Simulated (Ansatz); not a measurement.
# GdBi (CsCl type): how the settings move a single-point run

Aim: see which settings change the result for GdBi (CsCl type), by how much, and at what cost.

Computed with Ansatz 0.2.0 (reference: DFT, r2SCAN, PAW with Ansatz's default frozen-core files, scalar-relativistic, unless a step's input says otherwise).

1 further run of the same task is left out (set aside as unsound or not needed).

### Step 1. The starting structure

The structure is cubic, space group Pm-3m (No. 221). Conventional cell: a = 3.092 Å, b = 3.092 Å, c = 3.092 Å, α = 90.00°, β = 90.00°, γ = 90.00°. Gd (site symmetry m-3m) has 8 Bi at 2.68 Å as nearest neighbours. Around Bi (site symmetry m-3m) lie 8 Gd at 2.68 Å.

As a file:

```
CELL_PARAMETERS angstrom
3.09209 0.00000 0.00000
0.00000 3.09209 0.00000
0.00000 0.00000 3.09209
ATOMIC_POSITIONS crystal
Gd 0.00000 0.00000 0.00000
Bi 0.50000 0.50000 0.50000
```

### Step 2. Baseline

input.yaml

```yaml
crystal:
  lattice:
    - [3.0920929308, 0.0, 0.0]
    - [0.0, 3.0920929308, 0.0]
    - [0.0, 0.0, 3.0920929308]
  atoms:
    - { symbol: Gd, position: [0.0, 0.0, 0.0], spin: 7.0 }
    - { symbol: Bi, position: [0.5, 0.5, 0.5] }
magnetization:
  spin_polarized: true
kpoints:
  mp_grid: { grid: [11, 11, 11] }
scf:
  occupations: { method: fermi_dirac, width: 0.08 }
hamiltonian:
  xc: r2scan
  pseudopotentials: { kind: paw }
output:
  forces: true
  stress: true
  eigenvalues: true
  populations: true
  write_density: true
  write_potential: true
  elf: true
  volumetric_format: npy
```

On the command line:

```
$ ansatz run input.yaml --threads 1 --pin off --max-ram 3072MiB --backend cpu --events-out ev --progress --plain --runs-dir out
```

### Step 3. Changed: starting moments

input.yaml: that of step 2 with these lines changed.

```diff
@@ -6,3 +6,3 @@
   atoms:
-    - { symbol: Gd, position: [0.0, 0.0, 0.0], spin: 7.0 }
+    - { symbol: Gd, position: [0.0, 0.0, 0.0], spin: -7.0 }
     - { symbol: Bi, position: [0.5, 0.5, 0.5] }
```

### Step 4. Changing settings: scf.algorithm density_mixing

input.yaml: that of step 2 with these lines changed.

```diff
@@ -14,2 +14,3 @@
   occupations: { method: fermi_dirac, width: 0.08 }
+  algorithm: density_mixing
 hamiltonian:
@@ -22,5 +23 @@
   populations: true
-  write_density: true
-  write_potential: true
-  elf: true
-  volumetric_format: npy
```

Q: Predict the outcome of this session. Wanted: for each run, ending; energy change; pressure; abs. moment; force.

**Answer**, as computed:

| run | ending | energy change | pressure (GPa) | abs. moment (μB) | force (eV/Å) | cycles | time |
| --- | --- | --- | --- | --- | --- | --- | --- |
| reference | converged | 0 | 166.8 | 7.42 | 0.00 | 13 | 9.7 s |
| 1: starting moments | converged | 0.0 meV/atom | 166.8 | 7.42 | 0.00 | 13 | 9.9 s |
| 2: scf.algorithm density_mixing | converged | 0.0 meV/atom | 166.8 | 7.42 | 0.00 | 13 | 9 s |

Times don't compare one to one where runs were asked for different outputs or read a saved state (see the inputs); cycles may leave out searches for a lower state.

Residual by cycle in the longest SCF loop of each run; runs are numbered as in the table. The quantity is the density residual dr2, in eV.

| cycle | reference | run 1 | run 2 |
| --- | --- | --- | --- |
| 1 | 2.91 | 2.91 | 2.91 |
| 2 | 1.5 | 1.5 | 1.5 |
| 3 | 0.12 | 0.12 | 0.12 |
| 4 | 0.0124 | 0.0124 | 0.0124 |
| 5 | 0.00242 | 0.00242 | 0.00242 |
| 6 | 4.2e-4 | 4.2e-4 | 4.2e-4 |
| 8 | 7.0e-5 | 7.0e-5 | 7.0e-5 |
| 9 | 1.0e-5 | 1.0e-5 | 1.0e-5 |
| 10 | 7.5e-6 | 7.5e-6 | 7.5e-6 |
| 11 | 6.6e-7 | 6.6e-7 | 6.6e-7 |
| 12 | 1.8e-7 | 1.8e-7 | 1.8e-7 |
| 13 | 2.8e-8 | 2.8e-8 | 2.8e-8 |

Of the converged runs whose energies compare with the reference's, none moves it noticeably. The structure is not at rest: the sound run finds 167 GPa, so these are no properties of the relaxed crystal. 
